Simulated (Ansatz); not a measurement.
Crystal: TaV.

```
Ta V
1.0
     1.60670   -2.30777    0.00000
     1.60670    2.30777    0.00000
     0.00000    0.00000    4.34136
Ta V
1 1
Direct
  0.00000 0.00000 0.00000
  0.50000 0.50000 0.50000
```

The cell comes from a database or a generator and needn't be the stable form of this composition.

Base run:

```yaml
Program: Ansatz 0.2.0
Functional: PBE
Potentials_or_basis: Ansatz PAW
Cutoff: "420 eV (not typed: the program's choice for these potentials)"
k_mesh: 8 × 8 × 5
Occupations: fermi-dirac, width 0.05 eV
Spin: collinear spin, ferromagnetic start
Starting_moments: "[0.0, 1.5] μB"
Fixed_moment: 1.5 μB
```

Its results: pressure 2.7 GPa; site moments Ta +0.14; V +0.99 μB.

The run is repeated on the same cell with these changes: fixed moment from 1.5 μB to 3 μB; moments at the start from [0.0, 1.5] to [0.0, 3.0]. What comes out?

Pressure 11.2 GPa; site moments Ta +0.39; V +1.87 μB.

Caveats: the total moment is fixed, so each spin has its own Fermi level; the thresholds are loose for stress.
